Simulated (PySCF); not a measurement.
# C4H8FOP: the cost of one run

Computed with PySCF 2.14.0 and routines of our own; the level stands in each step. Atoms count from 0.

### Step 1. The starting structure

15 atoms, charge 0, multiplicity 1; geometry from: GFN2-xTB.

### Step 2. Magnetic properties: GIAO B97-2/pcSseg-1

Job settings and geometry (Å):

```
{"job": {"kind": "mag", "xc": "B97-2", "basis": "pcSseg-1", "isotopologues": 2}, "charge": 0, "multiplicity": 1}
C      1.681826    -0.788562     0.486063
C      0.277649    -0.231997     0.604219
C     -0.780473    -0.768547    -0.385852
F     -0.190234    -1.129803    -1.572880
C     -1.572001     0.533849    -0.586436
P     -0.126614     1.496407     0.053798
O     -0.289552     2.605461     0.990171
H      1.701241    -1.837706     0.776679
H      2.035142    -0.709338    -0.539327
H      2.356549    -0.232035     1.133364
H     -0.104066    -0.346421     1.624841
H     -1.353064    -1.640146    -0.054405
H     -1.912646     0.689734    -1.606799
H     -2.415304     0.609539     0.099888
H      0.687131     1.757554    -1.045236
```

With the program's defaults for keys left out, this is: GIAO B97-2/pcSseg-1 magnetisability, rotational g tensor and spin-rotation constants, non-relativistic, gas phase.

Started as:

```
$ OMP_NUM_THREADS=1 python excited_run.py task.json out
```

The driver reads the jobs from task.json and runs them one after another.

Q: Estimate the wall time and peak memory of this first job on 1 thread of Arm Neoverse V1, shared host.

About 29 s, with a peak of 0.75 GiB.
